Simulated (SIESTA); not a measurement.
GdO:

```
Gd O
1.0
     0.00000    2.70000    2.70000
     2.70000    0.00000    2.70000
     2.70000    2.70000    0.00000
Gd O
1 1
Direct
  0.00000 0.00000 0.00000
  0.75000 0.75000 0.75000
```

Base run:

```yaml
Program: SIESTA 5.4.2
Functional: PBEsol
Potentials_or_basis: PseudoDojo 0.4 standard with PseudoDojo 3+ lanthanides (4f in the core) (PBE and PBEsol files)
Basis: DZP (energy shift 0.003 Ry; two zetas on semicore shells)
Grid_cutoff: 800 Ry
Energy_shift: 0.003 Ry
k_mesh: 9 × 9 × 9
Occupations: fermi-dirac, width 0.05 eV
Spin: collinear spin, ferromagnetic start
Starting_moments: "[7.0, 0.0] μB"
```

Its results: band gap on the k mesh none (metal or under the smearing width); pressure -4.9 GPa; net moment 0.91 μB per cell; site moments Gd +0.90; O +0.01 μB.

Problem. The run is repeated on the same cell with these changes: functional from PBEsol to PBE; potentials or basis from PseudoDojo 0.4 standard with PseudoDojo 3+ lanthanides (4f in the core) (PBE and PBEsol files) to PseudoDojo 0.4 standard with PseudoDojo 3+ lanthanides (4f in the core) (PBE files). What comes out?

Solution. Band gap on the k mesh none (metal or under the smearing width); pressure -1.7 GPa; net moment 0.92 μB per cell; site moments Gd +0.91; O +0.01 μB.

Caveats: spin-orbit coupling is left out, which moves the levels of the heavy elements; the 4f electrons are frozen in the core as for a trivalent ion, so they carry no moment and show no levels; the basis of atomic orbitals isn't converged, which shifts pressures, moduli and gaps; a cell with one magnetic atom can't hold antiferromagnetic order, which such compounds often take; the potentials were made for another functional, which shifts forces and pressure (some runs).

Not every run made on this cell is shown here.
